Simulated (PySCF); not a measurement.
# C3H7AlSn: the cost of one run

Programs: PySCF 2.14.0, with routines of our own; each step states its level. All values are computed. Atoms count from 0.

### 1 The system as given

12 atoms, charge 0, multiplicity 1; geometry from: GFN2-xTB.

### 2 Geometry optimisation at PBE0-D3(BJ)/def2-SVP

The job: settings as JSON, then the geometry in Å.

```
{"job": {"xc": "PBE0", "basis": "def2-SVP", "d3": "d3bj", "grid": 1, "maxiter": 30, "shake": 0.01, "kind": "geom"}, "charge": 0, "multiplicity": 1}
C      2.599260     0.383750     0.508050
Sn     1.123060     0.514100    -1.090590
C     -0.766080    -0.046610    -0.383660
C     -1.794070    -0.377190     0.080320
Al    -3.546100    -0.929710     0.816090
H      2.287980     1.074540     1.312280
H      2.646140    -0.605820     0.886440
H      3.574170     0.708110     0.141150
H      1.498190    -0.492420    -2.345900
H      0.974200     2.061380    -1.703270
H     -4.118060    -2.359270     0.665780
H     -4.439000     0.040880     1.648400
```

On the command line:

```console
> OMP_NUM_THREADS=1 python heavy_run.py task.json out
```

This one command runs all jobs of the session in turn.

**Question.** How long does this first job take on 1 thread of Arm Neoverse V1, shared host, and how much memory does it need?

About 43 s, with a peak of 0.54 GiB.
